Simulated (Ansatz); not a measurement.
**CH2BNO: a ladder of functionals and wavefunction methods**

An exercise on one series of results from a longer session: the logs are not shown, and one member is left open.

The runs use Ansatz 0.2.0, Gaussian basis; functionals in def2-TZVPP, the program's frozen cores in correlated methods.

Plan: LDA (SPW92), PBE-D4, revPBE-D4, BLYP-D4, r2SCAN-D4, B97M-V, PBE0-D4, B3LYP-D4, r2SCANh-D4, r2SCAN0-D4, HSE06-D4, BHLYP-D4, CAM-B3LYP-D4, LC-ωPBE, ωB97X-V, ωB97M-V, B2PLYP, PBE-QIDH; CCSD(T)/def2-SVP; CCSD(T)/def2-TZVPP; CCSD(T)/def2-QZVPP; extrapolation to the limit; RPA on PBE.

### The geometry

All runs share one geometry, relaxed beforehand with PBE0-D4 in a triple-zeta def2 set.

SMILES `BN=C=O`, 6 atoms, charge 0, spin multiplicity 1.

Atoms are counted from 1 here; the program's logs count them from 0.

Bond lengths: B1–N2 1.404 Å, B1–H5 1.195 Å, B1–H6 1.193 Å, N2–C3 1.196 Å, C3–O4 1.162 Å. Angles: N2–B1–H5 119.2°, N2–B1–H6 118.7°, H5–B1–H6 122.1°, B1–N2–C3 159.7°, N2–C3–O4 176.3°.

Coordinates:

```csv
atom,x (Å),y (Å),z (Å)
B1,-0.46998,0.95542,-0.14473
N2,0.22704,-0.19782,0.25011
C3,0.66889,-1.30890,0.21435
O4,1.12916,-2.37537,0.24556
H5,-1.04861,0.95858,-1.19068
H6,-0.46450,1.90410,0.57918
```

Set-up of the first run:

in.yaml reads:

```yaml
crystal:
  periodic: [false, false, false]
  atoms:
    - {symbol: B, position_ang: [-0.469978, 0.955421, -0.144734]}
    - {symbol: N, position_ang: [0.227042, -0.197821, 0.250114]}
    - {symbol: C, position_ang: [0.668888, -1.308903, 0.214354]}
    - {symbol: O, position_ang: [1.129162, -2.375373, 0.245559]}
    - {symbol: H, position_ang: [-1.048612, 0.958577, -1.190677]}
    - {symbol: H, position_ang: [-0.464503, 1.904099, 0.579183]}
basis:
  gaussian: {orbitals: def2-TZVPP}
hamiltonian: {xc: lda}
output: {orbitals: {seedname: orbitals}}
```

Run with:

```bash
$ ansatz run in.yaml --threads 2 --pin off --events-out ev --progress --plain --max-ram 22528MiB --backend cpu
```

Steps of the session up to this table: LDA; PBE-D4 (GGA); revPBE-D4 (GGA); BLYP-D4 (GGA); r2SCAN-D4 (meta-GGA); B97M-V (meta-GGA); B3LYP-D4 (hybrid); r2SCANh-D4 (hybrid); r2SCAN0-D4 (hybrid); HSE06-D4 (hybrid); BHLYP-D4 (hybrid); CAM-B3LYP-D4 (range-separated); LC-ωPBE (range-separated); ωB97X-V (range-separated); ωB97M-V (range-separated); B2PLYP (double hybrid); PBE-QIDH (double hybrid).

One of the session's tables, all rows but one given; the rest of the session is left out.

It belongs to the step «Orbital energies across the functionals». 

| functional | HOMO (eV) | LUMO (eV) | gap (eV) |
| --- | --- | --- | --- |
| LDA (SPW92) | -7.16 | -3.21 | 3.95 |
| PBE-D4 | -7.03 | -2.91 | 4.13 |
| revPBE-D4 | -6.98 | -2.79 | 4.19 |
| BLYP-D4 | -6.94 | -2.76 | 4.18 |
| r2SCAN-D4 | ? | ? | ? |
| B97M-V | -7.37 | -2.57 | 4.79 |
| PBE0-D4 | -8.39 | -1.93 | 6.45 |
| B3LYP-D4 | -8.18 | -2.16 | 6.03 |
| r2SCANh-D4 | -7.81 | -2.22 | 5.59 |
| r2SCAN0-D4 | -8.58 | -1.72 | 6.86 |
| HSE06-D4 | -7.99 | -2.32 | 5.67 |
| BHLYP-D4 | -9.68 | -0.89 | 8.80 |
| CAM-B3LYP-D4 | -9.77 | -0.85 | 8.92 |
| LC-ωPBE | -11.06 | 0.34 | 11.40 |
| ωB97X-V | -10.72 | 0.29 | 11.00 |
| ωB97M-V | -10.61 | 0.08 | 10.69 |

Estimate the missing values for r2SCAN-D4.

Worked estimate for «HOMO (eV)». Against the share of exact exchange, r2SCANh-D4 (0.1, -7.81), r2SCAN0-D4 (0.25, -8.58) give a slope of -5.13 per unit share; at 0 the line stands at -7.30.

The run gave: HOMO (eV): -7.31; LUMO (eV): -2.56; gap (eV): 4.75. In «HOMO (eV)» the line misses by +0.01.
